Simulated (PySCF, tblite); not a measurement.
# C3H11GeNO: a rotation path, then NMR shifts on frames, part 2 of 2

tblite 0.8.0 and PySCF 2.14.0. Atoms count from 0.

### Step 5. Shielding tensors: image 4, PBE0/pcSseg-1

Job settings and geometry (Å):

```
{"job": {"kind": "nmr", "xc": "PBE0", "basis": "pcSseg-1", "pop": false}, "charge": 0, "multiplicity": 1}
C     -2.739000    -0.171200    -0.587300
C     -1.624800    -0.555700     0.376900
C     -0.517100     0.507100     0.421500
O      0.718000    -0.097500     0.097700
Ge     2.310800     0.662900     0.035500
N      3.459800    -0.652600    -0.395200
H     -3.507800    -0.940500    -0.610900
H     -3.197300     0.767900    -0.280700
H     -2.339700    -0.050900    -1.591900
H     -2.036200    -0.708300     1.376200
H     -1.168200    -1.495500     0.059600
H     -0.738600     1.301600    -0.300700
H     -0.455600     0.967600     1.413800
H      2.361600     1.716000    -1.040400
H      2.656200     1.231700     1.386000
H      3.307500    -1.052700    -1.312700
H      3.503300    -1.417900     0.265700
```

With the program's defaults for keys left out, this is: GIAO PBE0/pcSseg-1 NMR shielding, non-relativistic, gas phase.

What it wrote:

```text
coarse grid: 60448 points
cycle   1  E = -2326.9657527342  dE = -1.719e-01  |g| = 1.164e+00  |ddm| = 3.584e+00
cycle   2  E = -2326.7020938193  dE =  2.637e-01  |g| = 1.633e+00  |ddm| = 1.899e+00
cycle   3  E = -2327.1176379617  dE = -4.155e-01  |g| = 2.728e-01  |ddm| = 1.449e+00
cycle   4  E = -2327.1298507901  dE = -1.221e-02  |g| = 8.433e-02  |ddm| = 2.303e-01
cycle   5  E = -2327.1308834193  dE = -1.033e-03  |g| = 2.125e-02  |ddm| = 6.827e-02
cycle   6  E = -2327.1309743802  dE = -9.096e-05  |g| = 5.924e-03  |ddm| = 1.727e-02
cycle   7  E = -2327.1309806762  dE = -6.296e-06  |g| = 8.528e-04  |ddm| = 4.433e-03
final grid: 127960 points
cycle   8  E = -2327.1309050146  dE = -4.035e-08  |g| = 9.244e-04  |ddm| = 1.984e-03
cycle   9  E = -2327.1309049247  dE =  8.994e-08  |g| = 1.165e-03  |ddm| = 1.658e-03
cycle  10  E = -2327.1309052029  dE = -2.782e-07  |g| = 1.062e-04  |ddm| = 8.672e-04
cycle  11  E = -2327.1309052050  dE = -2.087e-09  |g| = 3.650e-05  |ddm| = 9.960e-05
cycle  12  E = -2327.1309052052  dE = -2.074e-10  |g| = 3.842e-06  |ddm| = 2.717e-05
converged SCF energy = -2327.1309052052

GIAO shielding tensors (ppm)
atom      isotropic    diamagn.    paramagn.     s11        s22        s33       span
  0 C      170.150     246.706     -76.556    153.424    171.839    185.188     31.764
  1 C      155.350     248.494     -93.143    127.255    160.475    178.321     51.066
  2 C      115.878     244.504    -128.625     86.047    106.350    155.238     69.191
  3 O      281.321     407.016    -125.695    213.872    281.372    348.720    134.848
  4 Ge    1339.971    2756.686   -1416.715   1227.955   1332.581   1459.377    231.423
  5 N      247.554     323.018     -75.464    238.289    240.240    264.132     25.844
  6 H       30.643      27.750       2.892     26.008     27.715     38.205     12.197
  7 H       30.899      29.102       1.797     26.787     28.898     37.012     10.225
  8 H       30.589      30.592      -0.003     26.428     29.671     35.669      9.241
  9 H       29.679      31.234      -1.556     25.210     29.069     34.757      9.547
 10 H       30.091      32.532      -2.441     25.646     30.529     34.098      8.452
 11 H       28.430      33.071      -4.641     22.984     28.536     33.770     10.786
 12 H       27.579      31.937      -4.358     22.374     28.404     31.959      9.585
 13 H       26.777      29.343      -2.566     20.083     22.014     38.235     18.151
 14 H       26.774      29.139      -2.365     20.044     21.951     38.326     18.281
 15 H       30.939      33.141      -2.202     23.566     26.680     42.572     19.006
 16 H       30.969      32.773      -1.804     23.627     26.551     42.730     19.103
```

It took 22 s on 1 thread of Arm Neoverse V1, shared host; peak memory 0.9 GiB.

This run: δ C2 71.0, C1 31.6, C0 16.8, O3 54.8, H14 4.94, H13 4.94 ppm.

### Step 6. NMR shieldings: image 6, PBE0/pcSseg-1

Job settings and geometry (Å):

```
{"job": {"kind": "nmr", "xc": "PBE0", "basis": "pcSseg-1", "pop": false}, "charge": 0, "multiplicity": 1}
C     -2.498900    -0.298400    -0.743300
C     -1.696300    -0.453900     0.541500
C     -0.544700     0.553400     0.617300
O      0.632900    -0.051600     0.124800
Ge     2.248200     0.655300     0.033100
N      3.310800    -0.640900    -0.621100
H     -3.304300    -1.028700    -0.784400
H     -2.934200     0.698900    -0.794100
H     -1.854300    -0.440700    -1.607000
H     -2.351700    -0.319900     1.404300
H     -1.268500    -1.457300     0.594700
H     -0.787100     1.438700     0.017400
H     -0.386700     0.881100     1.651400
H      2.266100     1.823500    -0.916500
H      2.711200     1.061900     1.406900
H      3.076800    -0.935200    -1.561200
H      3.373800    -1.474300    -0.050800
```

With the program's defaults for keys left out, this is: GIAO PBE0/pcSseg-1 NMR shielding, non-relativistic, gas phase.

What it wrote:

```text
coarse grid: 60448 points
cycle   1  E = -2326.9672373798  dE = -1.696e-01  |g| = 1.166e+00  |ddm| = 3.585e+00
cycle   2  E = -2326.6992540172  dE =  2.680e-01  |g| = 1.641e+00  |ddm| = 1.904e+00
cycle   3  E = -2327.1198473111  dE = -4.206e-01  |g| = 2.737e-01  |ddm| = 1.455e+00
cycle   4  E = -2327.1321263684  dE = -1.228e-02  |g| = 8.448e-02  |ddm| = 2.306e-01
cycle   5  E = -2327.1331508839  dE = -1.025e-03  |g| = 2.150e-02  |ddm| = 6.795e-02
cycle   6  E = -2327.1332440179  dE = -9.313e-05  |g| = 5.934e-03  |ddm| = 1.740e-02
cycle   7  E = -2327.1332502688  dE = -6.251e-06  |g| = 8.581e-04  |ddm| = 4.434e-03
final grid: 127960 points
cycle   8  E = -2327.1332085230  dE = -4.080e-08  |g| = 9.047e-04  |ddm| = 2.016e-03
cycle   9  E = -2327.1332084407  dE =  8.228e-08  |g| = 1.124e-03  |ddm| = 1.562e-03
cycle  10  E = -2327.1332087007  dE = -2.600e-07  |g| = 9.236e-05  |ddm| = 8.272e-04
cycle  11  E = -2327.1332087023  dE = -1.584e-09  |g| = 3.385e-05  |ddm| = 8.811e-05
cycle  12  E = -2327.1332087024  dE = -1.728e-10  |g| = 3.708e-06  |ddm| = 2.442e-05
converged SCF energy = -2327.1332087024

GIAO shielding tensors (ppm)
atom      isotropic    diamagn.    paramagn.     s11        s22        s33       span
  0 C      169.888     246.843     -76.955    151.811    172.760    185.095     33.284
  1 C      155.244     248.048     -92.804    133.489    157.293    174.950     41.461
  2 C      115.795     244.162    -128.367     90.650    107.418    149.317     58.667
  3 O      284.891     407.518    -122.627    222.155    286.650    345.869    123.714
  4 Ge    1338.229    2756.600   -1418.371   1225.932   1328.679   1460.076    234.143
  5 N      247.807     323.052     -75.245    238.761    240.440    264.220     25.459
  6 H       30.608      28.067       2.541     25.991     27.742     38.090     12.099
  7 H       30.901      29.506       1.396     26.949     28.794     36.962     10.013
  8 H       30.281      31.224      -0.942     25.795     30.054     34.994      9.199
  9 H       30.024      30.535      -0.511     25.034     29.116     35.922     10.888
 10 H       30.072      32.003      -1.932     26.241     29.767     34.207      7.966
 11 H       28.316      32.554      -4.238     23.435     28.460     33.054      9.618
 12 H       27.613      31.583      -3.970     21.834     28.531     32.472     10.638
 13 H       26.771      29.330      -2.559     20.066     21.990     38.256     18.189
 14 H       26.754      29.043      -2.289     20.040     21.890     38.332     18.292
 15 H       30.916      33.297      -2.381     23.542     26.670     42.537     18.995
 16 H       30.970      32.791      -1.820     23.643     26.508     42.761     19.118
```

It took 22 s on 1 thread of Arm Neoverse V1, shared host; peak memory 0.9 GiB.

This run: δ C2 71.1, C1 31.7, C0 17.0, O3 51.2, H14 4.96, H13 4.95 ppm.

### Step 7. NMR shieldings: image 8, PBE0/pcSseg-1

Job settings and geometry (Å):

```
{"job": {"kind": "nmr", "xc": "PBE0", "basis": "pcSseg-1", "pop": false}, "charge": 0, "multiplicity": 1}
C     -2.208400    -0.447100    -0.826900
C     -1.792400    -0.314900     0.632500
C     -0.580900     0.598700     0.798400
O      0.545500    -0.019400     0.214200
Ge     2.173800     0.634400     0.035600
N      3.122400    -0.599600    -0.865900
H     -3.036600    -1.144700    -0.926400
H     -2.517600     0.517500    -1.224100
H     -1.371400    -0.812000    -1.416300
H     -2.616000     0.092000     1.222800
H     -1.536100    -1.298300     1.030200
H     -0.776400     1.565900     0.319300
H     -0.397600     0.780000     1.864800
H      2.128200     1.909900    -0.761100
H      2.805100     0.844200     1.384500
H      2.778300    -0.822200    -1.790700
H      3.273100    -1.472600    -0.377900
```

With the program's defaults for keys left out, this is: GIAO PBE0/pcSseg-1 NMR shielding, non-relativistic, gas phase.

What it wrote:

```text
coarse grid: 60448 points
cycle   1  E = -2326.9712033015  dE = -1.637e-01  |g| = 1.166e+00  |ddm| = 3.587e+00
cycle   2  E = -2326.7036077702  dE =  2.676e-01  |g| = 1.640e+00  |ddm| = 1.927e+00
cycle   3  E = -2327.1237530071  dE = -4.201e-01  |g| = 2.733e-01  |ddm| = 1.480e+00
cycle   4  E = -2327.1359732748  dE = -1.222e-02  |g| = 8.434e-02  |ddm| = 2.362e-01
cycle   5  E = -2327.1369875015  dE = -1.014e-03  |g| = 2.156e-02  |ddm| = 6.909e-02
cycle   6  E = -2327.1370810080  dE = -9.351e-05  |g| = 5.921e-03  |ddm| = 1.734e-02
cycle   7  E = -2327.1370871826  dE = -6.175e-06  |g| = 8.559e-04  |ddm| = 4.416e-03
final grid: 127960 points
cycle   8  E = -2327.1370866681  dE = -3.717e-08  |g| = 8.956e-04  |ddm| = 2.030e-03
cycle   9  E = -2327.1370865898  dE =  7.827e-08  |g| = 1.106e-03  |ddm| = 1.556e-03
cycle  10  E = -2327.1370868429  dE = -2.530e-07  |g| = 8.544e-05  |ddm| = 8.229e-04
cycle  11  E = -2327.1370868443  dE = -1.379e-09  |g| = 3.160e-05  |ddm| = 8.225e-05
cycle  12  E = -2327.1370868444  dE = -1.573e-10  |g| = 3.435e-06  |ddm| = 2.328e-05
converged SCF energy = -2327.1370868444

GIAO shielding tensors (ppm)
atom      isotropic    diamagn.    paramagn.     s11        s22        s33       span
  0 C      173.467     247.558     -74.092    157.418    175.921    187.061     29.644
  1 C      156.117     248.009     -91.891    144.998    153.076    170.278     25.279
  2 C      117.650     243.639    -125.988     92.496    107.968    152.487     59.990
  3 O      289.412     407.747    -118.335    245.423    286.609    336.203     90.780
  4 Ge    1338.067    2756.424   -1418.357   1221.237   1333.155   1459.808    238.571
  5 N      248.012     322.857     -74.845    237.470    241.796    264.770     27.300
  6 H       30.698      28.590       2.108     26.121     27.910     38.063     11.942
  7 H       31.097      30.221       0.876     27.312     28.610     37.368     10.056
  8 H       30.102      32.041      -1.938     24.736     30.881     34.691      9.955
  9 H       30.367      29.966       0.401     25.460     28.783     36.858     11.398
 10 H       30.035      31.564      -1.529     26.162     28.824     35.118      8.956
 11 H       28.220      31.834      -3.614     23.063     28.172     33.425     10.362
 12 H       27.649      30.832      -3.183     21.851     28.217     32.879     11.027
 13 H       26.744      29.298      -2.554     19.976     22.052     38.205     18.229
 14 H       26.720      28.916      -2.196     19.917     21.791     38.452     18.536
 15 H       30.925      33.538      -2.614     23.464     26.742     42.569     19.106
 16 H       30.892      32.520      -1.628     23.639     26.256     42.782     19.142
```

Run time: 22 s. Hardware: 1 thread of Arm Neoverse V1, shared host; peak memory 0.9 GiB.

This run: δ C2 69.3, C1 30.8, C0 13.5, O3 46.7, H14 5.00, H13 4.97 ppm.

### Step 8. Comparing the runs: NMR shifts

Shifts (ppm) of some atoms, chosen among heavy atoms and hydrogens apart, with basis size and wall time:

| frame | C2 | C1 | C0 | H9 | H8 | O3 | Ge4 | functions | time |
| --- | --- | --- | --- | --- | --- | --- | --- | --- | --- |
| image 0 | 71.3 | 31.2 | 11.3 | 1.70 | 0.72 | 50.1 | -10 | 181 | 22 s |
| image 2 | 71.3 | 31.3 | 13.5 | 1.98 | 0.84 | 53.7 | -9 | 181 | 22 s |
| image 4 | 71.0 | 31.6 | 16.8 | 2.04 | 1.13 | 54.8 | -9 | 181 | 22 s |
| image 6 | 71.1 | 31.7 | 17.0 | 1.69 | 1.44 | 51.2 | -7 | 181 | 22 s |
| image 8 | 69.3 | 30.8 | 13.5 | 1.35 | 1.61 | 46.7 | -7 | 181 | 22 s |

### Step 9. What came out

What follows sums up all 2 parts.

```
                                          quantity                                                                 value
                                           barrier                                    0.096 eV (2.2 kcal/mol) at image 4
                             end to end (GFN2-xTB)                                                              0.011 eV
   ¹³C shifts against TMS (PBE0/pcSseg-1, image 0)                                                  71.3, 31.2, 11.3 ppm
    ¹H shifts against TMS (PBE0/pcSseg-1, image 0)  5.00, 5.00, 3.70, 3.70, 1.71, 1.70, 1.17, 0.79, 0.79, 0.73, 0.72 ppm
   ¹⁷O shifts against H2O (PBE0/pcSseg-1, image 0)                                                              50.1 ppm
⁷³Ge shifts against GeMe4 (PBE0/pcSseg-1, image 0)                                                               -10 ppm
   ¹⁵N shifts against NH3 (PBE0/pcSseg-1, image 0)                                                              19.8 ppm
                          range of the shift of O3                                                      46.7 to 54.8 ppm
```

Along the band the dihedral turns by 113°, and the top (dihedral 237°) lies 2.2 kcal/mol above the start (GFN2-xTB, rough), so at room temperature this motion is fast. Ends this close can change order at a higher level. The top was not checked by a frequency run. Shifts at one fixed geometry are not the observed spectrum, which averages over the motion. In the first frame run (image 0): The largest span, 238 ppm, is at Ge4, where the paramagnetic term is -1416 ppm. In ppm, O3 moves most: its shift spreads over 8.1 ppm, from 46.7 (image 8) to 54.8 (image 4). Spin-orbit coupling is left out, which matters for shieldings and couplings at and beside the heavy atoms.
